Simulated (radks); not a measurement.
# Valence configurations of Gd⁺

One table from this session's results is given with a row withheld; the runs are named, their logs left out.

Method: scalar-relativistic Kohn-Sham, PBE, spin-unpolarised, spherical densities, finite nucleus. Code: radks (a radial shooting solver on a logarithmic mesh, Libxc functionals) version 1.

### The atom as given

| Property | Result |
| --- | --- |
| element | gadolinium (Z = 64) |
| charge | +1 |
| electrons | 63 |
| configuration | [Xe] 4f7 5d1 6s1 |
| nuclear rms radius | 5.1569 fm |
| others tried | 4f6 5d1 6s1 6p1; 4f7 6s1 6p1; 4f6 5d2 6s1; 4f5 5d1 6s1 6p2; 4f7 5d1 6p1; 4f8 5d1; 4f7.5 5d1.5; 4f6.5 5d1.5 6s1; 4f8 6s1 |

The outer shells:

Gd⁺
```
[Xe] core
4f [↑ ][↑ ][↑ ][↑ ][↑ ][↑ ][↑ ]
5d [↑ ][  ][  ][  ][  ]
6s [↑ ]
```

The first run:

The run's settings:

```text
Z 64
configuration [Xe] 4f7 5d1 6s1
relativity scalar-relativistic
functional pbe,pbe
spin unpolarised
nucleus finite rms 5.1569 fm
c 137.035999084
```

Run with:

```
python run_ks.py task.json out
```

All runs below come from this command, one after another.

Among the steps run: [Xe] 4f7 5d1 6s1.

One of the session's tables, all rows but one given; the rest of the session is left out.

It belongs to the step «[Xe] 4f7 5d1 6s1». From the orbitals of this run (lengths in bohr):

| level | <r> | outermost maximum (interpolated) | 90 % within | nodes |
| --- | --- | --- | --- | --- |
| 4s | 0.5528 | 0.516 | 0.794 | 3 |
| 4p | 0.5851 | 0.538 | 0.851 | 2 |
| 4d | 0.6359 | 0.559 | 0.955 | 1 |
| 5s | 1.332 | 1.20 | 1.92 | 4 |
| 5p | 1.558 | 1.36 | 2.28 | 3 |
| 4f | 0.8643 | 0.567 | 1.48 | 0 |
| 6s | 3.662 | 3.21 | 5.31 | 5 |
| 5d | ? | ? | ? | ? |

Estimate the missing values for 5d.

The run gave: <r>: 2.558; outermost maximum (interpolated): 1.92; 90 % within: 4.05; nodes: 2. In the column «<r>» it lies between 5p (1.558) and 6s (3.662).
